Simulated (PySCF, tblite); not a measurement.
# C3H6BO3 radical: geometry, infrared bands and EPR parameters

Aim: predict the infrared bands and EPR parameters of C3H6BO3 radical (`C[C]1COB(O)O1`).

Programs: tblite 0.8.0 and PySCF 2.14.0, with density-fitted response routines of our own. Each step states its level of theory. These are calculated values for one molecule in the gas phase, unless marked as measured. Atoms are numbered from 0 throughout.

### 1 The starting structure

13 atoms, charge 0, multiplicity 2; geometry from: force field or distance geometry start.

Bonds of the start (Å): C0–C1 1.52, C1–C2 1.55, C2–O3 1.38, O3–B4 1.45, B4–O5 1.46, B4–O6 1.45, O6–C1 1.41, C0–H7 1.12, C0–H8 1.11, C0–H9 1.12, C2–H10 1.12, C2–H11 1.11, O5–H12 1.00.

### 2 Relaxing the molecule with GFN2-xTB

Job settings and geometry (Å):

```
{"job": {"kind": "relax", "xc": "GFN2-xTB", "basis": "xTB"}, "charge": 0, "multiplicity": 2}
C     -1.716900     0.822700     0.357600
C     -0.369300     0.511000    -0.263300
C     -0.197400    -0.987100    -0.615600
O      1.010700    -1.425100    -0.100300
B      1.629800    -0.171900     0.276000
O      2.839900     0.241800    -0.433900
O      0.661500     0.843600     0.632200
H     -1.782600     1.917200     0.578700
H     -2.527100     0.555600    -0.355200
H     -1.872700     0.258800     1.308500
H     -1.032000    -1.605200    -0.200800
H     -0.209100    -1.101800    -1.723100
H      3.560800     0.140800     0.249800
```

Started as:

```console
$ OMP_NUM_THREADS=1 python probes_run.py task.json out
```

This one command runs all jobs of the session in turn.

Output:

```text
step      E/eV     max force
  0    -623.32011    4.023
  1    -623.86700    2.177
  2    -624.14761    1.634
  3    -624.21850    1.266
  4    -624.33473    1.112
  5    -624.43404    1.463
  6    -624.52751    1.211
  7    -624.59973    0.606
  8    -624.64253    0.483
  9    -624.67202    0.513
 10    -624.70076    0.449
 11    -624.72286    0.384
 12    -624.74386    0.399
 13    -624.77039    0.467
 14    -624.80723    0.612
 15    -624.85545    0.771
 16    -624.90417    0.577
 17    -624.93880    0.568
 18    -624.96855    0.416
 19    -624.98869    0.737
 20    -624.99180    1.259
 21    -625.01071    0.473
 22    -625.02330    0.364
 23    -625.03704    0.366
 24    -625.07564    1.119
 25    -625.10201    0.554
 26    -625.14946    0.879
 27    -625.17655    0.398
 28    -625.18835    1.085
 29    -625.21621    0.432
 30    -625.23515    0.359
 31    -625.24393    0.203
 32    -625.24961    0.147
 33    -625.25206    0.105
 34    -625.25327    0.103
 35    -625.25409    0.197
 36    -625.25515    0.077
 37    -625.25616    0.073
 38    -625.25665    0.071
 39    -625.25718    0.078
 40    -625.25788    0.073
 41    -625.25860    0.061
 42    -625.25914    0.048
 43    -625.25951    0.054
 44    -625.25983    0.057
 45    -625.26019    0.073
 46    -625.26059    0.072
 47    -625.26089    0.047
 48    -625.26106    0.031
 49    -625.26116    0.023
 50    -625.26125    0.021
 51    -625.26132    0.025
 52    -625.26139    0.024
 53    -625.26145    0.023
 54    -625.26153    0.022
 55    -625.26161    0.025
 56    -625.26168    0.024
 57    -625.26174    0.024
 58    -625.26183    0.031
 59    -625.26197    0.030
 60    -625.26212    0.025
 61    -625.26223    0.024
 62    -625.26229    0.026
 63    -625.26235    0.022
 64    -625.26240    0.019
 65    -625.26244    0.012
 66    -625.26246    0.011
 67    -625.26247    0.010
```

It took 0.45 s on 1 thread of AMD EPYC, shared host.

Step by step: (not every step is listed)

```tsv
step	energy from step 0 (eV)	largest force (eV/Å)
0	0.0000	4.0228
1	-0.5469	2.1770
2	-0.8275	1.6336
3	-0.8984	1.2659
4	-1.0146	1.1120
5	-1.1139	1.4629
6	-1.2074	1.2110
7	-1.2796	0.6059
8	-1.3224	0.4831
13	-1.4503	0.4668
18	-1.6484	0.4160
23	-1.7169	0.3658
28	-1.8682	1.0853
33	-1.9320	0.1048
38	-1.9365	0.0713
43	-1.9394	0.0542
48	-1.9410	0.0314
53	-1.9413	0.0231
58	-1.9417	0.0308
62	-1.9422	0.0258
63	-1.9422	0.0216
64	-1.9423	0.0188
65	-1.9423	0.0124
66	-1.9424	0.0108
67	-1.9424	0.0096
```

Close pairs (by a distance rule), those that changed most:

```tsv
bond	before (Å)	after (Å)	change (Å)
B4–O5	1.463	1.342	-0.121
B4–O6	1.448	1.377	-0.071
O3–B4	1.448	1.384	-0.064
C1–C2	1.549	1.501	-0.048
O5–H12	0.999	0.956	-0.042
C0–C1	1.516	1.482	-0.035
C1–O6	1.405	1.373	-0.032
C0–H7	1.119	1.087	-0.032
```

The next job starts from the end point, and lists it.

### 3 Vibrational analysis with GFN2-xTB

Job settings and geometry (Å):

```
{"job": {"kind": "ir", "xc": "GFN2-xTB", "basis": "xTB"}, "charge": 0, "multiplicity": 2}
C     -1.804381     0.844604     0.376496
C     -0.509617     0.380592    -0.174105
C     -0.196829    -1.021048    -0.609728
O      1.208418    -1.120999    -0.482032
B      1.677290     0.075873     0.030348
O      2.963426     0.349937     0.297135
O      0.655810     0.974321     0.243682
H     -1.767838     1.919671     0.529663
H     -2.610013     0.603486    -0.314375
H     -2.034082     0.371058     1.339296
H     -0.676062    -1.784888     0.025715
H     -0.476263    -1.225400    -1.653657
H      3.565755    -0.366721     0.102284
```

Output:

```text
mode    cm-1     km/mol
  1      90.7      0.80
  2     112.1      3.12
  3     200.1      1.67
  4     250.8      5.26
  5     312.0      8.65
  6     374.7      6.58
  7     485.9    112.54
  8     552.7      3.40
  9     584.1    160.57
 10     627.0      1.05
 11     849.8      0.34
 12     888.0     63.45
 13     903.4    151.88
 14     930.9      3.17
 15     987.5     21.05
 16    1036.1      4.01
 17    1067.8     37.28
 18    1118.4     26.71
 19    1129.8    290.08
 20    1237.8     92.84
 21    1247.9    111.13
 22    1321.4    110.43
 23    1370.1    581.70
 24    1385.2      1.60
 25    1450.5      2.80
 26    1456.6      6.89
 27    1465.9      2.01
 28    2779.6     42.17
 29    2853.4     38.01
 30    2877.0     36.64
 31    3018.8     21.55
 32    3050.5     10.23
 33    3646.8     44.00
```

It took 0.39 s on 1 thread of AMD EPYC, shared host.

Which atoms move in the most intense modes:

```tsv
cm⁻¹	km/mol	atoms
486	112.5	H12 86 %
584	160.6	B4 70 %, O6 10 %
903	151.9	H12 43 %, C2 14 %, O6 12 %
1130	290.1	B4 46 %, H11 18 %, H12 13 %
1238	92.8	C1 53 %, C2 14 %, O6 13 %
1248	111.1	H11 28 %, H10 23 %, C1 18 %
1321	110.4	C1 54 %
1370	581.7	B4 72 %, O5 16 %
```

### 4 EPR parameters: B3LYP/pcH-1

Settings changed since step 3:

```diff
@@ -1,2 +1,2 @@
-{"job": {"kind": "ir", "xc": "GFN2-xTB", "basis": "xTB"}, "charge": 0, "multiplicity": 2}
+{"job": {"kind": "epr", "basis": "pcH-1"}, "charge": 0, "multiplicity": 2}
 C     -1.804381     0.844604     0.376496
```

Method: UKS B3LYP, pcH-1 on B C H O, non-relativistic, mean-field spin-orbit, GIAO.

Output:

```text
UKS, coarse grid
  cycle   1  E = -368.38627381  |g| = 7.43e-01
  cycle   2  E = -368.14787546  |g| = 1.12e+00
  cycle   3  E = -368.57106527  |g| = 8.73e-02
  cycle   4  E = -368.57364500  |g| = 4.51e-02
  cycle   5  E = -368.57444302  |g| = 1.38e-02
  cycle   6  E = -368.57450350  |g| = 4.64e-03
  cycle   7  E = -368.57451316  |g| = 1.16e-03
  cycle   8  E = -368.57451406  |g| = 6.88e-04
UKS, final grid
  cycle   1  E = -368.57451663  |g| = 1.07e-03
  cycle   2  E = -368.57451589  |g| = 1.84e-03
  cycle   3  E = -368.57451704  |g| = 1.05e-04
  cycle   4  E = -368.57451705  |g| = 2.44e-05
E = -368.57451705 Eh   <S^2> = 0.7536 (exact 0.7500)
g shifts (ppm)      1          2          3
  rmc          -180       -180       -180
  gc             -3         35         31
  oz_so         -49       1099       1699
  total        -232        955       1549
hyperfine (MHz)  atom isotope    a_iso     a_fc   dipolar eigenvalues
    0   13C     -12.24     -12.24     -2.07     -1.57      3.65
    1   13C     164.61     164.61    -79.69    -78.30    157.99
    2   13C     -19.77     -19.77     -2.14     -0.89      3.03
    3   17O       0.12       0.12     -2.18      0.90      1.28
    4   11B      -0.49      -0.49     -2.91      0.20      2.70
    5   17O      -0.09      -0.09     -2.05      0.71      1.34
    6   17O     -20.84     -20.84    -45.04     21.53     23.51
    7    1H      19.17      19.17     -5.34     -4.42      9.76
    8    1H      35.05      35.05     -5.59     -4.64     10.23
    9    1H     126.24     126.24     -4.40     -3.09      7.49
   10    1H      98.08      98.08     -3.93     -3.28      7.21
   11    1H      89.96      89.96     -5.12     -4.54      9.66
   12    1H      -0.77      -0.77     -1.27     -1.17      2.44
```

Wall time 66 s (1 thread of AMD EPYC, shared host); peak memory 0.84 GiB.

Principal g values 2.00209, 2.00327, 2.00387; g(iso) = 2.00308, against 2.00232 for a free electron.

Hyperfine couplings; where a row names several nuclei, a(iso) is their mean (it holds for fast rotation or exchange) and the dipolar term the largest among them:

```tsv
nuclei	isotope	a(iso) (MHz)	a(iso) (G, at g = 2.0023)	largest dipolar term (MHz)
C1	13C	164.6	58.7	158.0
H10, H11	1H	94.0	33.5	9.7
H7, H8, H9	1H	60.2	21.5	10.2
O6	17O	-20.8	-7.4	-45.0
C2	13C	-19.8	-7.1	3.0
C0	13C	-12.2	-4.4	3.6
H12	1H	-0.8	-0.3	2.4
B4	11B	-0.5	-0.2	-2.9
O3	17O	0.1	0.0	-2.2
O5	17O	-0.1	0.0	-2.0
```

Mulliken spin populations:

C0 -0.07; C1 0.87; C2 -0.07; O3 0.00; B4 0.01; O5 0.00; O6 0.07; H7 0.01; H8 0.01; H9 0.07; H10 0.05; H11 0.03; H12 0.00

In first order the couplings over 0.8 MHz of 1H give 12 distinct lines over 131.5 G, if the averaged nuclei exchange fast.

Orbitals, density, ELF and potential are computed afterwards from the orbital file.

ELF in a plane through or near 9 of the atoms.

Ten even steps from '0' (0.00) to '9' (0.99):
```
0000000000000000000000000000
0000000000000000000000000000
0000000000000000000000000000
0000000000000000001100000000
0000002320002310068730000000
0000026762026750099981000000
0000037985058971099982000000
0000257347274571279841000000
0000689677477774824541000000
0001899662624433831886200000
0000674014861585548999400000
0000000027566488216998300000
0000000158778624101574000000
0000000158864355100010000000
0000000024401563100000000000
0000000000000221000000000000
0000000000000000000000000000
0000000000000000000000000000
0000000000000000000000000000
0000000000000000000000000000
```
The map spans 12.3 Å across and 9.0 Å up, centred on the molecule. Atoms in the plane (x, y in Å): C0 (2.0, 0.5), C1 (0.6, 0.2), C2 (0.0, -1.2), O3 (-1.4, -0.9), B4 (-1.6, 0.4), O5 (-2.8, 1.1), O6 (-0.4, 1.1), H7 (2.1, 1.5), H12 (-3.6, 0.5).

On the surface of density 0.002 e/bohr³ the electrostatic potential runs, from the 1st to the 99th percentile, from -1.44 V near O5 to 2.36 V near H12.

The spin density lies nearest to C1 64 %; O6 11 %.

### 5 Summary of results

| quantity | value |
| --- | --- |
| strongest single infrared mode (GFN2-xTB) | 1370 cm⁻¹, 582 km/mol |
| zero-point energy (GFN2-xTB) | 59.6 kcal/mol |
| g(iso) (B3LYP) | 2.00308 |
| ⟨S²⟩ | 0.754 (exact 0.75) |
| largest a(iso) (averaged by class) | 13C on C1, 164.6 MHz |
| surface potential, 1st and 99th percentile | -1.44 V and 2.36 V |

**Reading.** Relaxing lowered the energy by 1.942 eV in 67 steps; the close pair that moved most is B4–O5, from 1.463 to 1.342 Å. No mode is imaginary among the 33: a minimum at this level. The strongest single mode, at 1370 cm⁻¹, moves mainly B4. GFN2-xTB is a fitted tight-binding method: band positions and strengths are rough. Its intensities can rank the bands wrongly. Most of the unpaired spin sits on C1 (0.87 e). The isotropic g lies 0.8 ppt above the free-electron value.
